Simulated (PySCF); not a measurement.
# BiH3N (Bi(NH3)3+): the cost of one run

Computed with PySCF 2.14.0. Level: PBE0, Bi def2-SVP with ECP60, N def2-SVP, H def2-SVP; scalar-relativistic core potentials, no spin–orbit coupling.

1 further run of the same task is left out (for a known fault of the program).

## Step 1: Where the work starts

5 atoms, charge 3, spin multiplicity 1.

Bond lengths: Bi1–N2 2.360 Å, N2–H3 1.020 Å, N2–H4 1.020 Å, N2–H5 1.020 Å. Angles: Bi1–N2–H3 113.0°, Bi1–N2–H4 113.0°, Bi1–N2–H5 113.0°, H3–N2–H4 105.8°, H3–N2–H5 105.8°, H4–N2–H5 105.8°.

Coordinates:

```
Bi    0.0000    0.0000    0.0000
N     0.0000    0.0000    2.3600
H     0.9392    0.0000    2.7580
H    -0.4696    0.8133    2.7580
H    -0.4696   -0.8133    2.7580
```

Formal oxidation states: Bi +3.

## Step 2: SCF at the start, singlet

Contents of run.py (the lines that set the calculation):

```python
mol = gto.M(atom='''
Bi     0.00000     0.00000     0.00000
N      0.00000     0.00000     2.36000
H      0.93920     0.00000     2.75800
H     -0.46960     0.81330     2.75800
H     -0.46960    -0.81330     2.75800''',
    basis={'Bi': 'def2-SVP', 'N': 'def2-SVP', 'H': 'def2-SVP'},
    ecp={'Bi': 'def2-SVP'},
    charge=3, spin=0)
mf = dft.RKS(mol, xc='PBE0')
mf.grids.atom_grid = (50, 194)
mf = mf.density_fit()  # fitting sets: Bi def2-universal-JKFIT, N def2-universal-JKFIT, H def2-universal-JKFIT
mf.conv_tol = 1e-08; mf.max_cycle = 55
mf.kernel(dm0)  # dm0: free metal ions and neutral atoms
```

The run is started by

```bash
$ OMP_NUM_THREADS=2 python run.py
```

Q: Estimate wall time and peak memory on 2 threads of Arm Neoverse N1, shared host.

About 1.5 s, with a peak of 0.31 GiB.
